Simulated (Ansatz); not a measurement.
The system is Ga3Se.

```
CELL_PARAMETERS angstrom
4.43246 0.00000 0.00000
0.00000 4.43246 0.00000
0.00000 0.00000 4.43246
ATOMIC_POSITIONS crystal
Se 0.00000 0.00000 0.00000
Ga 0.50000 0.50000 0.00000
Ga 0.50000 0.00000 0.50000
Ga 0.00000 0.50000 0.50000
```

The cell comes from a database or a generator and needn't be the stable form of this composition.

Base run:

| Quantity | Value |
| --- | --- |
| Program | Ansatz 0.2.0 |
| Functional | LDA |
| Potentials or basis | Ansatz PAW |
| Cutoff | 420 eV (not typed: the program's choice for these potentials) |
| k mesh | 4 × 4 × 4 |
| Occupations | fermi-dirac, width 0.05 eV |
| Spin | no spin polarisation |

Its results: band gap on the k mesh none (metal or under the smearing width); pressure -4.6 GPa.

Problem. The run is repeated on the same cell with these changes: functional from LDA to PBE0. What comes out?

Solution. Band gap on the k mesh none (metal or under the smearing width); pressure -0.8 GPa.

Caveats: the PAW data sets come from PBE, with cores solved anew for the run's functional, which leaves a small shift of forces and pressure; the thresholds are loose for stress (some runs).
